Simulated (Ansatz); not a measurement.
**Al2CuS4 (element-swapped structure): how the settings move a single-point run**

How sensitive is a single-point run of Al2CuS4 (element-swapped structure) to its settings? A reference run comes first, then three runs with altered input.

Method: reference: DFT r2SCAN, plane waves, PAW, scalar-relativistic, no spin polarisation, in Ansatz 0.2.0.

1 further run of the same task is left out (it didn't finish).

### Step 1. The structure to begin with

It takes space group I-4 (No. 82, tetragonal). The conventional cell has a = 5.361 Å, b = 5.361 Å, c = 9.943 Å, α = 90.00°, β = 90.00°, γ = 90.00°. S (site symmetry 1) is surrounded by 2 Al at 2.26 to 2.27 Å and 1 Cu at 2.33 Å. Cu (site symmetry -4) has 4 S at 2.33 Å as nearest neighbours. Al (site symmetry -4) has 4 S at 2.27 Å as nearest neighbours. Al (site symmetry -4) is surrounded by 4 S at 2.26 Å.

As a file:

```
CELL_PARAMETERS angstrom
0.00000 5.36068 0.00000
5.36068 0.00000 0.00000
2.68034 2.68034 -4.97145
ATOMIC_POSITIONS crystal
S 0.37000 0.38000 0.74000
S 0.62000 0.11000 0.26000
S 0.89000 0.88000 0.74000
S 0.12000 0.63000 0.26000
Cu 0.50000 0.50000 0.00000
Al 0.75000 0.25000 0.50000
Al 0.00000 0.00000 0.00000
```

### Step 2. The reference run

input.yaml reads:

```yaml
crystal:
  lattice:
    - [0.0, 5.36068433, 0.0]
    - [5.36068433, 0.0, 0.0]
    - [2.68034266, 2.68034266, -4.97144719]
  atoms:
    - { symbol: S, position: [0.37, 0.38, 0.74] }
    - { symbol: S, position: [0.62, 0.11, 0.26] }
    - { symbol: S, position: [0.89, 0.88, 0.74] }
    - { symbol: S, position: [0.12, 0.63, 0.26] }
    - { symbol: Cu, position: [0.5, 0.5, 0.0] }
    - { symbol: Al, position: [0.75, 0.25, 0.5] }
    - { symbol: Al, position: [0.0, 0.0, 0.0] }
  symmetry: { tolerance: 0.0003 }
kpoints:
  mp_grid: { grid: [4, 4, 4], shift: [0, 0, 0] }
magnetization:
  spin_polarized: false
scf:
  occupations: { method: fermi_dirac, width: 0.048 }
hamiltonian:
  pseudopotentials: { kind: paw }
  xc: r2scan
basis:
  ecutwfc: 500
output:
  forces: true
  stress: true
  eigenvalues: true
  write_density: true
  write_potential: true
  elf: true
  volumetric_format: npy
```

Command:

```
$ ansatz run input.yaml --threads 1 --pin off --max-ram 2560MiB --backend cpu --events-out ev --progress --plain --runs-dir out
```

The log of the run (excerpt; [...] marks lines left out):

```text
Warning: crystal.lattice misses the space group found at crystal.symmetry.tolerance 3.0e-4 in a digit that the deck types, which is why this is a warning: making the lattice exact moves one of its numbers by a whole unit of that number's last typed decimal, or more. The operation that it [...]
Warning: RAYON_NUM_THREADS=1 ignored (pool sized by the plan → 1); use --threads N
[...]
Pseudopotentials: kind: paw
Pseudopotential: S, paw, valence charge 6, recommended cutoff 500 eV (meta_gga), S.paw.azcp
Pseudopotential: Cu, paw, valence charge 19, recommended cutoff 500 eV (meta_gga), Cu.paw.azcp
Pseudopotential: Al, paw, valence charge 3, recommended cutoff 500 eV (meta_gga), Al.paw.azcp
Functional definition: r2SCAN
[...]
Crystal: 7 atoms, lattice volume = 142.864 Å³
Basis set: ecut = 500 eV, 3627 PW (Γ), exchange–correlation on 160×160×192 points (64 copies of the dense FFT grid, shifted against one another)
Bands: 32, of which v1, the nominal top of the filled ones, is band 25 counted from 1 (24 counted from 0)
Symmetry: 4 space group operations
Space group: I-4 (ITA 82), of the structure as read, at distance tolerance 1.6e-3 Å
k-points: 14 of 64 (time reversal used)
[...]
SCF iter   1: F=—  HF=-11341.645143 eV  |F-HF|=—  |Δ(HF+E_count)|=         —  Δρ=1.89e-2  dr2=3.80e-1  dr2_τ=4.58e-2  ethr=1.77e-3  ⟨swp⟩=7.6  Hψ=2254  notcnv=0
[...]
SCF iter  10: F=-11341.688818 eV  HF=-11341.688818 eV  |F-HF|=7.53e-9  |Δ(HF+E_count)|=   2.05e-8  Δρ=2.30e-6  dr2=1.39e-8  dr2_τ=2.24e-10  ethr=2.04e-10  ⟨swp⟩=13.4  Hψ=3139  notcnv=0
[...]
SCF converged after 10 iterations
Free energy (F): -11341.688818 eV
[...]
E sigma→0 (E₀):  -11341.657762 eV
Entropy (-TS):   -0.062111 eV (-8.873 meV/atom)
Fermi energy:    4.764172 eV
[...]
--- Forces (eV/Å), atoms counted from 1 ---
  atom   1  S     -0.00638687     0.26087953    -0.20258580
  atom   2  S      0.26087951     0.00638687     0.20258583
  atom   3  S      0.00638689    -0.26087951    -0.20258583
  atom   4  S     -0.26087953    -0.00638689     0.20258580
  atom   5  Cu    -0.00000000    -0.00000000    -0.00000000
  atom   6  Al     0.00000000     0.00000000     0.00000000
  atom   7  Al     0.00000000     0.00000000     0.00000000
[...]
--- Stress (GPa, compression-positive) ---
       -1.378423      -0.000007      -0.000000
        0.000007      -1.378423      -0.000000
       -0.000000      -0.000000      -0.592250
  P = ⅓ Tr σ = -1.1164 GPa (-11.164 kbar)
--- Band table (eV; the first three rows and the last of 14) ---
[...]
```

Wall time 24 s (1 thread of Arm Neoverse V2, shared host); peak memory 0.73 GiB.

### Step 3. Variant: spin_polarized true, pseudopotentials.kind nc, pseudopotentials.accuracy standard

Changes to input.yaml since step 2:

```diff
@@ -17,3 +17,3 @@
 magnetization:
-  spin_polarized: false
+  spin_polarized: true
 scf:
@@ -21,3 +21,3 @@
 hamiltonian:
-  pseudopotentials: { kind: paw }
+  pseudopotentials: { kind: nc, accuracy: standard }
   xc: r2scan
```

Command:

```
$ ansatz run input.yaml --threads 1 --pin off --max-ram 2560MiB --backend cpu --events-out ev --progress --plain --runs-dir out
```

The log of the run (excerpt; [...] marks lines left out):

```text
Warning: crystal.lattice misses the space group found at crystal.symmetry.tolerance 3.0e-4 in a digit that the deck types, which is why this is a warning: making the lattice exact moves one of its numbers by a whole unit of that number's last typed decimal, or more. The operation that it [...]
Warning: basis.ecutwfc = 500 eV is below the records' recommended 1251.723767 eV, and the density's cutoff is lower with it unless basis.ecutrho_ratio is high enough to keep the records' density cutoff: compare with a run at a higher cutoff
Warning: hamiltonian.xc reads the kinetic-energy density τ on the library's norm-conserving files, and those of S, Cu, Al were made for PBE. This build holds files of S, Cu, Al that were made for r²SCAN, which a deck under this functional can read where it names no table [...]
Warning: RAYON_NUM_THREADS=1 ignored (pool sized by the plan → 1); use --threads N
[...]
Pseudopotentials: kind: nc
Pseudopotential: S, nc, valence charge 6, recommended cutoff 770 eV (normal), S.nc.azcp (PseudoDojo's, or run here from an input of PseudoDojo's; its table is named by hamiltonian.pseudopotentials.accuracy)
[...]
spin=Collinear: Kerker preconditioning applied to the charge; magnetization (m = ρ↑ − ρ↓) channel mixes plain (no charge-response kernel on spin).
[...]
SCF iter  12: F=-6432.965557 eV  HF=-6432.965557 eV  |F-HF|=1.76e-10  |Δ(HF+E_count)|=   1.87e-8  Δρ=1.27e-6 (↑9.85e-7 ↓1.27e-6)  dr2=9.07e-9  dr2_τ=1.41e-9  dr2_m=2.86e-10  M=0.960 μB ∫|m|=0.997 μB  ethr=2.04e-10  ⟨swp⟩=16.5  Hψ=7176  notcnv=0
[...]
SCF converged after 12 iterations
Magnetization: 0.9600 μB (24.9800 up, 24.0200 down)
Absolute magnetization: 0.9969 μB (∫|ρ↑−ρ↓|)
Spin contamination: 0.0029 ħ² per cell (⟨S²⟩ above its minimum at these occupations)
[...]
Free energy (F): -6432.965557 eV
[...]
E sigma→0 (E₀):  -6432.952890 eV
Entropy (-TS):   -0.025334 eV (-3.619 meV/atom)
Fermi energy:    4.785732 eV
[...]
--- Forces (eV/Å), atoms counted from 1 ---
  atom   1  S      0.15769469     0.31205875    -0.27350814
  atom   2  S      0.31205873    -0.15769469     0.27350817
  atom   3  S     -0.15769466    -0.31205873    -0.27350818
  atom   4  S     -0.31205875     0.15769466     0.27350815
  atom   5  Cu     0.00000000     0.00000000     0.00000000
  atom   6  Al     0.00000000     0.00000000     0.00000000
  atom   7  Al     0.00000000     0.00000000     0.00000000
[...]
--- Stress (GPa, compression-positive) ---
       -1.659319       0.000000      -0.000000
       -0.000000      -1.659319      -0.000000
       -0.000000      -0.000000      -1.089343
  P = ⅓ Tr σ = -1.4693 GPa (-14.693 kbar)
--- Band table (eV; the first three rows and the last of 28) ---
[...]
```

Wall time 46 s (1 thread of Arm Neoverse V2, shared host); peak memory 0.65 GiB.

A change of potentials puts the total energy on another scale; the pressure goes from -1.1 to -1.5 GPa, the absolute moment goes from 0.00 to 1.00 μB and the largest force goes from 0.33 to 0.44 eV/Å. The spin polarisation changed too. The cutoff is far under what these potentials recommend, so these values carry a basis error that can be large. Cost: 12 SCF cycles against 10, 46 s against 24 s.

### Step 4. Changing settings: symmetry.detect false, lower_state_search light, dispersion d3bj, tolerance left out

Changes to input.yaml since step 2:

```diff
@@ -13,3 +13,3 @@
     - { symbol: Al, position: [0.0, 0.0, 0.0] }
-  symmetry: { tolerance: 0.0003 }
+  symmetry: { detect: false }
 kpoints:
@@ -20,2 +20,3 @@
   occupations: { method: fermi_dirac, width: 0.048 }
+  lower_state_search: light
 hamiltonian:
@@ -23,2 +24,3 @@
   xc: r2scan
+  dispersion: d3bj
 basis:
@@ -29,5 +31 @@
   eigenvalues: true
-  write_density: true
-  write_potential: true
-  elf: true
-  volumetric_format: npy
```

Command:

```
$ ansatz run input.yaml --threads 1 --pin off --max-ram 2560MiB --backend cpu --events-out ev --progress --plain --runs-dir out
```

The log of the run (excerpt; [...] marks lines left out):

```text
Warning: the engine holds no damping parameters fitted to this dispersion correction and functional, so the run takes those fitted to r2scan beside the three-body term, which d3bj leaves out (hamiltonian.dispersion, under Limitations)
Warning: RAYON_NUM_THREADS=1 ignored (pool sized by the plan → 1); use --threads N
[...]
[... 5 set-up lines as earlier in the session ...]
[...]
Crystal: 7 atoms, lattice volume = 142.864 Å³
Basis set: ecut = 500 eV, 3627 PW (Γ), exchange–correlation on 160×160×192 points (64 copies of the dense FFT grid, shifted against one another)
Bands: 32, of which v1, the nominal top of the filled ones, is band 25 counted from 1 (24 counted from 0)
Symmetry: 1 space group operations
k-points: 36 of 64 (time reversal used)
[...]
SCF iter  10: F=-11342.661883 eV  HF=-11342.661883 eV  |F-HF|=1.12e-8  |Δ(HF+E_count)|=   2.60e-8  Δρ=2.99e-6  dr2=1.84e-8  dr2_τ=6.59e-10  ethr=2.04e-10  ⟨swp⟩=9.5  Hψ=4924  notcnv=0
[...]
SCF converged after 10 iterations
Free energy (F): -11342.661883 eV
[...]
E sigma→0 (E₀):  -11342.630828 eV
Entropy (-TS):   -0.062110 eV (-8.873 meV/atom)
Fermi energy:    4.764175 eV
[...]
--- Forces (eV/Å), atoms counted from 1 ---
  atom   1  S     -0.00574150     0.26018850    -0.20179698
  atom   2  S      0.26020025     0.00572506     0.20180367
  atom   3  S      0.00571100    -0.26019120    -0.20181985
  atom   4  S     -0.26017959    -0.00573130     0.20181256
  atom   5  Cu     0.00000514     0.00001481    -0.00000013
  atom   6  Al     0.00001417    -0.00001836    -0.00000015
  atom   7  Al    -0.00000071     0.00001814    -0.00000023
[...]
--- Stress (GPa, compression-positive) ---
       -2.474512      -0.000007      -0.000071
        0.000007      -2.474511      -0.000139
       -0.000069      -0.000137      -1.686219
  P = ⅓ Tr σ = -2.2117 GPa (-22.117 kbar)
--- Band table (eV; the first three rows and the last of 36) ---
[...]
```

Run time: 37 s. Hardware: 1 thread of Arm Neoverse V2, shared host; peak memory 0.78 GiB.

The energy moves by -139.0 meV/atom, nearly all of it the dispersion term itself (-139.0 meV/atom); that offset belongs to the model and is no gain or loss of stability; the pressure goes from -1.1 to -2.2 GPa. The damping parameters are borrowed, as the log notes.

### Step 5. Variant: occupations.method methfessel_paxton, occupations.width 0.15

Changes to input.yaml since step 2:

```diff
@@ -19,3 +19,3 @@
 scf:
-  occupations: { method: fermi_dirac, width: 0.048 }
+  occupations: { method: methfessel_paxton, width: 0.15 }
 hamiltonian:
@@ -29,5 +29 @@
   eigenvalues: true
-  write_density: true
-  write_potential: true
-  elf: true
-  volumetric_format: npy
```

Command:

```
$ ansatz run input.yaml --threads 1 --pin off --max-ram 2560MiB --backend cpu --events-out ev --progress --plain --runs-dir out
```

The log of the run (excerpt; [...] marks lines left out):

```text
Warning: crystal.lattice misses the space group found at crystal.symmetry.tolerance 3.0e-4 in a digit that the deck types, which is why this is a warning: making the lattice exact moves one of its numbers by a whole unit of that number's last typed decimal, or more. The operation that it [...]
Warning: RAYON_NUM_THREADS=1 ignored (pool sized by the plan → 1); use --threads N
[...]
[... 5 set-up lines as earlier in the session ...]
[...]
Crystal: 7 atoms, lattice volume = 142.864 Å³
Basis set: ecut = 500 eV, 3627 PW (Γ), exchange–correlation on 160×160×192 points (64 copies of the dense FFT grid, shifted against one another)
Bands: 32, of which v1, the nominal top of the filled ones, is band 25 counted from 1 (24 counted from 0)
[... 1 set-up line as earlier in the session ...]
[...]
SCF converged after 10 iterations
Stability not checked: this state was not tested for a lower state beside it, because cold or Methfessel-Paxton smearing, or corrected tetrahedra, fill the levels in a way that the test cannot read (fill_not_monotonic; see scf.lower_state_search)
Free energy (F): -11341.660560 eV
[...]
E sigma→0 (E₀):  -11341.656445 eV
Entropy (-TS):   -0.016461 eV (-2.352 meV/atom)
Fermi energy:    4.758090 eV
[...]
--- Forces (eV/Å), atoms counted from 1 ---
  atom   1  S     -0.00062414     0.25930433    -0.21780216
  atom   2  S      0.25930431     0.00062414     0.21780219
  atom   3  S      0.00062416    -0.25930431    -0.21780219
  atom   4  S     -0.25930433    -0.00062416     0.21780216
  atom   5  Cu    -0.00000000    -0.00000000    -0.00000000
  atom   6  Al     0.00000000     0.00000000     0.00000000
  atom   7  Al     0.00000000     0.00000000     0.00000000
[...]
--- Stress (GPa, compression-positive) ---
       -1.364668      -0.000007      -0.000000
        0.000007      -1.364668      -0.000000
       -0.000000      -0.000000      -0.693005
  P = ⅓ Tr σ = -1.1408 GPa (-11.408 kbar)
--- Band table (eV; the first three rows and the last of 14) ---
[...]
```

It took 20 s on 1 thread of Arm Neoverse V2, shared host; peak memory 0.73 GiB.

Changing the smearing hardly moves the energy: +0.2 meV/atom.

### Step 6. All runs together

```csv
run,ending,energy change,pressure (GPa),gap (eV),abs. moment (μB),force (eV/Å),cycles,time
reference,converged,0,-1.1,0.00,0.00,0.33,10,24 s
"1: spin_polarized true, pseudopotentials.kind nc, pseudopotentials.accuracy standard",converged,not comparable,-1.5,-,1.00,0.44,12,46 s
"2: symmetry.detect false, lower_state_search light, dispersion d3bj, tolerance left out",converged,-139.0 meV/atom (offset of the dispersion model),-2.2,0.00,0.00,0.33,10,37 s
"3: occupations.method methfessel_paxton, occupations.width 0.15",converged,+0.2 meV/atom (σ→0),-1.1,0.00,0.00,0.34,10,20 s
```

Times don't compare one to one where runs were asked for different outputs or read a saved state (see the inputs); cycles may leave out searches for a lower state.

Residual by cycle in the longest SCF loop of each run; runs are numbered as in the table. The quantity is the density residual dr2, in eV.

```csv
cycle,reference,run 1,run 2,run 3
1,0.38,99.6,0.38,0.392
2,0.51,6.95,0.51,0.509
3,0.0215,3.47,0.0215,0.0217
4,0.00679,0.148,0.00678,0.00546
5,9.4e-4,0.136,9.5e-4,0.00109
6,6.4e-5,0.0381,6.3e-5,6.3e-5
7,7.8e-5,0.0182,7.8e-5,8.1e-5
8,4.2e-6,7.1e-4,4.2e-6,3.1e-6
9,2.9e-7,3.7e-5,3.4e-7,2.7e-7
10,1.4e-8,3.2e-6,1.8e-8,1.3e-8
11,-,2.5e-7,-,-
12,-,9.1e-9,-,-
```

What this shows: «occupations.method methfessel_paxton, occupations.width 0.15» moves the energy by +0.2 meV/atom. Run 1 ran under the cutoff that the potentials recommend, as the log warns, so basis error is mixed into its values, and swamps them where the cutoff is far short.

The reference has limits of its own: it is run without spin, though an odd electron count or open d shells could carry moments; its mesh is coarse for a cell with so small a gap or none; the structure is made up and not relaxed.
